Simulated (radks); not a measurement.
# Ni⁴⁺ in [Ar] 3d5.75 4s0.25: an all-electron calculation

An exercise on one series of results from a longer session: the logs are not shown, and one member is left open.

The numbers are computed with radks (a radial shooting solver on a logarithmic mesh, Libxc functionals) version 1 (non-relativistic Kohn-Sham, RPBE, spin-polarised, spherical densities, point nucleus; open shells are filled with parallel spins first), except any that are marked as measured or tabulated.

### What is computed

```
element       : nickel (Z = 28)
charge        : +4
electrons     : 24
configuration : [Ar] 3d5.75 4s0.25
```

The first run:

Settings of this run:

```text
Z 28
configuration [Ar] 3d5.75 4s0.25 4p0 5s0
relativity non-relativistic
functional rpbe,pbe
spin polarised
nucleus point
```

Command:

```bash
$ python run_ks.py task.json out
```

All runs below come from this command, one after another.

One table of the session follows, with a row left open; its other results are not shown here.

It belongs to the step «Shells». From the orbitals of this run (lengths in bohr):

```
  level      <r>  outermost maximum (interpolated)  90 % within  nodes
  1s up  0.05483                            0.0361       0.0976      0
1s down  0.05483                            0.0361       0.0976      0
  2s up   0.2484                             0.208        0.384      1
2s down   0.2479                             0.207        0.383      1
  2p up   0.2169                             0.166        0.354      0
2p down   0.2163                             0.166        0.353      0
  3s up        ?                                 ?            ?      ?
3s down   0.7374                             0.644         1.10      2
  3p up   0.7559                             0.643         1.15      1
3p down   0.7615                             0.645         1.16      1
  3d up   0.8199                             0.600         1.35      0
3d down   0.8422                             0.609         1.40      0
  4s up    1.966                              1.77         2.84      3
4s down    1.979                              1.80         2.85      3
  4p up    2.193                              1.97         3.19      2
4p down    2.196                              1.98         3.18      2
```

Q: Estimate the row for 3s up from the others.

As computed: <r>: 0.7340; outermost maximum (interpolated): 0.643; 90 % within: 1.09; nodes: 2. In the column «<r>» it lies between 2s up (0.2484) and 3s down (0.7374).
